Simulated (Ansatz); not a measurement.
# Tm3F: the cost of one run

Method: DFT PBE, scalar-relativistic, plane waves, PAW; 4f electrons in the core of a trivalent norm-conserving potential, in Ansatz 0.2.0.

1 further run of the same task is left out (it didn't finish).

### 1 The system as given

The structure is cubic, space group Fm-3m (No. 225). The conventional cell has a = 6.977 Å, b = 6.977 Å, c = 6.977 Å, α = 90.00°, β = 90.00°, γ = 90.00°. Tm (site symmetry -43m) is surrounded by 4 Tm at 3.02 Å and 4 F at 3.02 Å. Tm (site symmetry m-3m) is surrounded by 8 Tm at 3.02 Å. F (site symmetry m-3m) has 8 Tm at 3.02 Å as nearest neighbours.

Structure file:

```
Tm F
1.0
     0.00000    3.48852    3.48852
     3.48852    0.00000    3.48852
     3.48852    3.48852    0.00000
Tm F
3 1
Direct
  0.25000 0.25000 0.25000
  0.75000 0.75000 0.75000
  0.00000 0.00000 0.00000
  0.50000 0.50000 0.50000
```

The cell is invented: random cell by space group and Wyckoff sites (Fm-3m, No. 225). The dimensions are guesses.

### 2 Probe: one point on a coarse mesh

The input, input.yaml:

```yaml
crystal:
  lattice:
    - [0.0, 3.4885238, 3.4885238]
    - [3.4885238, 0.0, 3.4885238]
    - [3.4885238, 3.4885238, 0.0]
  atoms:
    - { symbol: Tm, position: [0.25, 0.25, 0.25] }
    - { symbol: Tm, position: [0.75, 0.75, 0.75] }
    - { symbol: Tm, position: [0.0, 0.0, 0.0] }
    - { symbol: F, position: [0.5, 0.5, 0.5] }
basis:
  ecutwfc: 690
kpoints:
  mp_grid: { grid: [4, 4, 4] }
hamiltonian:
  xc: pbe
  pseudopotentials:
    kind: paw
    azcp: { Tm: "pseudopotentials/pbe/nc/lanthanide_3plus/Tm.nc.azcp" }
scf:
  occupations: { method: gaussian, width: 0.1 }
  lower_state_search: "off"
output:
  forces: true
  stress: true
  eigenvalues: true
```

Launch:

```sh
$ ansatz run input.yaml --threads 1 --pin off --max-ram 2560MiB --backend cpu --events-out ev --progress --plain --runs-dir out
```

Q: Estimate wall time and peak memory on 1 thread of AMD EPYC 9R45 (Zen 5), shared host.

About 1.4 s, with a peak of 0.39 GiB.
